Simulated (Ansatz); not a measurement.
# ZnSn4N: the cost of one run

Method: DFT PBE, scalar-relativistic, plane waves, PAW, in Ansatz 0.2.0.

## 1. The structure to begin with

It takes space group F-43m (No. 216, cubic). The conventional cell has a = 7.982 Å, b = 7.982 Å, c = 7.982 Å, α = 90.00°, β = 90.00°, γ = 90.00°. Around Zn (site symmetry -43m) lie 12 Sn at 3.31 Å and 4 N at 3.46 Å. Sn (site symmetry 3m) is surrounded by 6 Sn at 2.78 to 2.87 Å and 3 N at 3.30 Å. Around N (site symmetry -43m) lie 12 Sn at 3.30 Å and 4 Zn at 3.46 Å.

Coordinates:

```
CELL_PARAMETERS angstrom
0.00000 3.99106 3.99106
3.99106 0.00000 3.99106
3.99106 3.99106 0.00000
ATOMIC_POSITIONS crystal
Zn 0.00000 0.00000 0.00000
Sn 0.13100 0.62300 0.62300
Sn 0.62300 0.62300 0.62300
Sn 0.62300 0.13100 0.62300
Sn 0.62300 0.62300 0.13100
N 0.25000 0.25000 0.25000
```

A structure generator made this guess: species swapped into a database cell of LuNi4Sn (F-43m, No. 216), with Zn on the Lu sites, Sn on the Ni sites and N on the Sn sites. Its size is a rough estimate.

## 2. Probe: one point on a coarse mesh

input.yaml

```yaml
crystal:
  lattice:
    - [0.0, 3.99106138, 3.99106138]
    - [3.99106138, 0.0, 3.99106138]
    - [3.99106138, 3.99106138, 0.0]
  atoms:
    - { symbol: Zn, position: [0.0, 0.0, 0.0] }
    - { symbol: Sn, position: [0.13099992, 0.62300003, 0.62300003] }
    - { symbol: Sn, position: [0.62300003, 0.62300003, 0.62300003] }
    - { symbol: Sn, position: [0.62300003, 0.13099992, 0.62300003] }
    - { symbol: Sn, position: [0.62300003, 0.62300003, 0.13099992] }
    - { symbol: "N", position: [0.25, 0.25, 0.25] }
basis:
  ecutwfc: 420
kpoints:
  mp_grid: { grid: [4, 4, 4] }
hamiltonian:
  xc: pbe
scf:
  occupations: { method: gaussian, width: 0.1 }
  lower_state_search: "off"
output:
  forces: true
  stress: true
  eigenvalues: true
```

The run is started by

```sh
$ ansatz run input.yaml --threads 1 --pin off --max-ram 2560MiB --backend cpu --events-out ev --progress --plain --runs-dir out
```

**Question.** How long does this run take on 1 thread of Intel Xeon at 2.70GHz, shared host, and how much memory does it need?

About 4.4 s, with a peak of 0.39 GiB.
